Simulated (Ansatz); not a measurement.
# Zr (hcp type): the cost of one run

Computed with Ansatz 0.2.0 (DFT, LDA, all-electron LAPW, scalar-relativistic, unless a step's input says otherwise).

## (1) The structure to begin with

It takes space group P6_3/mmc (No. 194, hexagonal). Conventional cell: a = 2.987 Å, b = 2.987 Å, c = 4.986 Å, α = 90.00°, β = 90.00°, γ = 120.00°. Zr (site symmetry -6m2) is surrounded by 12 Zr at 2.99 to 3.03 Å.

Coordinates:

```cif
data_structure
_symmetry_space_group_name_H-M 'P6_3/mmc'
_symmetry_Int_Tables_number 194
_cell_length_a 2.9875
_cell_length_b 2.9875
_cell_length_c 4.9859
_cell_angle_alpha 90.000
_cell_angle_beta 90.000
_cell_angle_gamma 120.000
_cell_volume 38.54
loop_
_atom_site_label
_atom_site_type_symbol
_atom_site_symmetry_multiplicity
_atom_site_Wyckoff_symbol
_atom_site_fract_x
_atom_site_fract_y
_atom_site_fract_z
_atom_site_occupancy
Zr1 Zr 2 c 0.33333 0.66667 0.25000 1
```

The file gives the conventional cell by its symmetry; the runs use the cell typed in the input.

Atoms are numbered in the order of the input: Zr1, Zr2.

## (2) Hcp relaxed under pressure, LAPW

input.yaml

```yaml
crystal:
  lattice:
    - [2.9874629093, 0.0, 0.0]
    - [-1.4937314546, 2.5872187724, 0.0]
    - [0.0, 0.0, 4.9859244614]
  atoms:
    - { symbol: Zr, position: [0.3333333333, 0.6666666667, 0.25] }
    - { symbol: Zr, position: [0.6666666667, 0.3333333333, 0.75] }
kpoints:
  mp_grid: { grid: [15, 15, 8] }
scf:
  occupations: { method: fermi_dirac, width: 0.1 }
hamiltonian:
  xc: lda
  pseudopotentials: { kind: all_electron, lapw: { basis_error: 0.0005 } }
output:
  forces: true
  stress: true
  eigenvalues: true
relax:
  f_tol: 0.005
  max_steps: 12
  cell: { p_target: 15.0, stress_tol: 0.03 }
```

Run with:

```console
$ ansatz run input.yaml --threads 1 --pin off --max-ram 3584MiB --backend cpu --events-out ev --progress --plain --runs-dir out
```

**Question.** How long does this run take on 1 thread of Intel Xeon 6975P-C (Granite Rapids), shared host, and how much memory does it need?

About 43 s, with a peak of 0.58 GiB.
